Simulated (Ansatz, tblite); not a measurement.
# (KI)4 cube (K4I4): a ladder of methods and basis sets

Aim: run the singlet of (KI)4 cube (K4I4) at one geometry on many levels, and compare frontier levels, spin and run time.

Program: Ansatz 0.2.0, Gaussian basis. Level of theory: as each input shows. These are calculated values, not measurements.

Plan: GFN1-xTB, GFN2-xTB, PBE-D4/def2-TZVP, r2SCAN-D4/def2-TZVP, BHLYP-D4/def2-TZVP, BLYP-D4/def2-TZVP, r2SCANh-D4/def2-TZVP, PBE-D4/def2-SVP, PBE0-D4/def2-SVP, MP2/def2-TZVP, RPA/def2-TZVP.

2 further runs of the same task are left out: 2 set aside as unsound or not needed. Runs told in other sessions of the task aren't counted.

### Step 1. The relaxed structure

The geometry is that of the singlet, from an earlier relaxation (r2SCAN-D4/def2-SVP).

8 atoms, charge 0, spin multiplicity 1.

Bond lengths: I1–K5 3.404 Å, I1–K6 3.402 Å, I1–K8 3.404 Å, I2–K5 3.404 Å, I2–K6 3.404 Å, I2–K7 3.404 Å, I3–K5 3.401 Å, I3–K7 3.401 Å, I3–K8 3.401 Å, I4–K6 3.402 Å, I4–K7 3.404 Å, I4–K8 3.404 Å. Angles: K5–I1–K6 83.1°, K5–I1–K8 83.6°, K6–I1–K8 83.2°, K5–I2–K6 83.1°, K5–I2–K7 83.4°, K6–I2–K7 83.1°, K5–I3–K7 83.5°, K5–I3–K8 83.6°, K7–I3–K8 83.6°, K6–I4–K7 83.1°, K6–I4–K8 83.2°, K7–I4–K8 83.5°, I1–K5–I2 96.5°, I1–K5–I3 96.0°, I2–K5–I3 96.1°, I1–K6–I2 96.5°, I1–K6–I4 96.5°, I2–K6–I4 96.6° and more.

Geometry (Å):

```mol
I4K4
  3D, bonds by distance, orders not assigned

  8 12  0  0  0  0  0  0  0  0999 V2000
   -1.5755   -1.0167   -2.4772 I   0  0
    3.0349    0.1201   -0.6729 I   0  0
   -0.9970    2.8268    0.7603 I   0  0
   -0.4604   -1.9332    2.3888 I   0  0
    0.4118    1.7252   -2.1328 K   0  0
    0.8891   -2.5221   -0.6784 K   0  0
    1.4070    0.9073    2.2112 K   0  0
   -2.7099   -0.1073    0.6010 K   0  0
  1  5  8  0
  1  6  8  0
  1  8  8  0
  2  5  8  0
  2  6  8  0
  2  7  8  0
  3  5  8  0
  3  7  8  0
  3  8  8  0
  4  6  8  0
  4  7  8  0
  4  8  8  0
M  END
```

I takes a core potential in the def2 sets. No spin-orbit coupling is included.

PBE0-D4/def2-TZVP was run before; its log isn't repeated, and its numbers join the tables.

### Step 2. GFN1-xTB

Tight binding, by tblite at 300 K electronic temperature and without a spin-polarisation term:

```python
tblite.interface.Calculator('GFN1-xTB', numbers, positions, charge=0, uhf=0).singlepoint()
```

Energy -476.9246 eV, HOMO -10.73 eV, LUMO -7.59 eV; 0.012 s.

### Step 3. GFN2-xTB

Tight binding, by tblite at 300 K electronic temperature and without a spin-polarisation term:

```python
tblite.interface.Calculator('GFN2-xTB', numbers, positions, charge=0, uhf=0).singlepoint()
```

Energy -448.8789 eV, HOMO -10.07 eV, LUMO -7.33 eV; 0.016 s.

### Step 4. PBE-D4/def2-TZVP

start.molden holds the orbitals of an earlier run on this state, given as this run's starting guess.

The input, in.yaml:

```yaml
crystal:
  periodic: [false, false, false]
  atoms:
    - {symbol: I, position_ang: [-1.575481, -1.016706, -2.477217]}
    - {symbol: I, position_ang: [3.034852, 0.120062, -0.672932]}
    - {symbol: I, position_ang: [-0.996976, 2.826775, 0.760277]}
    - {symbol: I, position_ang: [-0.460397, -1.933205, 2.388836]}
    - {symbol: K, position_ang: [0.411838, 1.725232, -2.132818]}
    - {symbol: K, position_ang: [0.889137, -2.522137, -0.678406]}
    - {symbol: K, position_ang: [1.406960, 0.907316, 2.211248]}
    - {symbol: K, position_ang: [-2.709933, -0.107326, 0.601021]}
basis:
  gaussian: {orbitals: def2-TZVP, initial_orbitals: start.molden}
hamiltonian: {xc: pbe, dispersion: d4}
scf: {omitted_lower_state_checks: [starts]}
output: {forces: true, orbitals: {seedname: orbitals}}
```

Launch:

```console
$ ansatz run in.yaml --threads 4 --pin off --events-out ev --progress --plain --max-ram 4787MiB
```

Further steps of the session: r2SCAN-D4/def2-TZVP; BHLYP-D4/def2-TZVP; BLYP-D4/def2-TZVP; r2SCANh-D4/def2-TZVP; PBE-D4/def2-SVP; PBE0-D4/def2-SVP; MP2/def2-TZVP; RPA/def2-TZVP.

Before running them: what should the planned runs give, taken together? Wanted: gap in def2-TZVP, named functionals, smallest and largest; correlation energy, MP2/def2-TZVP; binding an atom, functionals in def2-TZVP; PBE0 total energy, smallest basis above largest.

**Answer**, as computed:

| quantity | value |
| --- | --- |
| gap in def2-TZVP, named functionals, smallest and largest | 3.90 eV (BLYP-D4), 6.91 eV (BHLYP-D4) |
| correlation energy, MP2/def2-TZVP | -72.46 eV |
| binding an atom, functionals in def2-TZVP | 2.27 (BLYP-D4) to 2.43 eV (r2SCAN-D4) |
| PBE0 total energy, smallest basis above largest | 9.16 eV (def2-SVP, def2-TZVP) |

In words: Orbital gaps of the named functionals in def2-TZVP span 3.90 eV (BLYP-D4) to 6.91 eV (BHLYP-D4); exact exchange widens it.
